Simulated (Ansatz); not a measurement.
Here is an Ansatz 0.2.0 calculation.

input.yaml

```yaml
crystal:
  lattice:
    - [0.0, 3.730595, 3.730595]
    - [3.730595, 0.0, 3.730595]
    - [3.730595, 3.730595, 0.0]
  atoms:
    - { symbol: Sb, position: [0.5, 0.5, 0.5] }
    - { symbol: Sb, position: [0.75, 0.75, 0.75] }
    - { symbol: Sb, position: [0.25, 0.25, 0.25] }
    - { symbol: Ga, position: [0.0, 0.0, 0.0] }
hamiltonian:
  xc: pbe
  pseudopotentials: { kind: paw }
kpoints:
  mp_grid: { grid: [6, 6, 6] }
scf:
  occupations: { method: fermi_dirac, width: 0.05 }
output:
  forces: true
  stress: true
  eigenvalues: true
```

Potentials or basis: Ansatz PAW.

Run with:

```sh
$ ansatz run input.yaml --threads 2 --pin off --max-ram 5120MiB --backend cpu --events-out ev --progress --plain --runs-dir out
```

(1) What does it give for the pressure?

(2) Estimate the band gap on the k mesh.

## Answers

(1) -0.5 GPa.

(2) none (metal or under the smearing width).
